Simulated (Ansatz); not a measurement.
**Zn: element swaps in one structure**

One table from this session's results is given with a row withheld; the runs are named, their logs left out.

Computed with Ansatz 0.2.0 (DFT PBEsol, scalar-relativistic, plane waves, PAW, unless a step's input says otherwise).

1 further run of the same task is left out (set aside as unsound or not needed). Runs told in other sessions of the task aren't counted.

## The system as given

The structure is hexagonal, space group P6_3/mmc (No. 194). The conventional cell has a = 2.593 Å, b = 2.593 Å, c = 4.895 Å, α = 90.00°, β = 90.00°, γ = 120.00°. Zn (site symmetry -6m2) has 12 Zn at 2.59 to 2.87 Å in its first shell of neighbours.

Structure file:

```cif
data_structure
_symmetry_space_group_name_H-M 'P6_3/mmc'
_symmetry_Int_Tables_number 194
_cell_length_a 2.5927
_cell_length_b 2.5927
_cell_length_c 4.8947
_cell_angle_alpha 90.000
_cell_angle_beta 90.000
_cell_angle_gamma 120.000
_cell_volume 28.49
loop_
_atom_site_label
_atom_site_type_symbol
_atom_site_symmetry_multiplicity
_atom_site_Wyckoff_symbol
_atom_site_fract_x
_atom_site_fract_y
_atom_site_fract_z
_atom_site_occupancy
Zn1 Zn 2 c 0.33333 0.66667 0.25000 1
```

It is the result of an earlier relaxation at this level (volume 14.25 Å³/atom; gap on the mesh: none (metal)).

The first run:

input.yaml reads:

```yaml
crystal:
  lattice:
    - [2.7328678215, 0.0, 0.0]
    - [-1.3664339107, 2.3667329586, 0.0]
    - [0.0, 0.0, 5.1593341462]
  atoms:
    - { symbol: Hg, position: [0.3333333333, 0.6666666667, 0.25] }
    - { symbol: Hg, position: [0.6666666667, 0.3333333333, 0.75] }
basis:
  ecutwfc: 420
kpoints:
  mp_grid: { grid: [6, 6, 4] }
hamiltonian:
  xc: pbesol
scf:
  occupations: { method: gaussian, width: 0.1 }
output:
  forces: true
  stress: true
  eigenvalues: true
```

On the command line:

```console
$ ansatz run input.yaml --threads 1 --pin off --max-ram 2560MiB --backend cpu --events-out ev --progress --plain --runs-dir out
```

Among the steps run: Probe: one point at the start (Hg); Coarse relaxation (Hg); The relaxation (Hg).

One table of the session follows, with a row left open; its other results are not shown here.

Lengths are those of the vectors of the cell that was run:

```
   swap  volume (Å³/atom)  a (Å)  b (Å)  c (Å)
   none             14.25  2.593  2.593  4.895
Zn → Fe              9.81  2.429  2.429  3.842
Zn → Cu                 ?      ?      ?      ?
Zn → Hg             23.80  3.260  3.260  5.171
```

Estimate the missing values for Zn → Cu.

The run gave: volume (Å³/atom): 11.33; a (Å): 2.521; b (Å): 2.521; c (Å): 4.117. In the column «volume (Å³/atom)» it lies between Zn → Fe (9.81) and none (14.25).

Lengths are those of the computed cell. Rows of earlier swaps come from the sessions before.
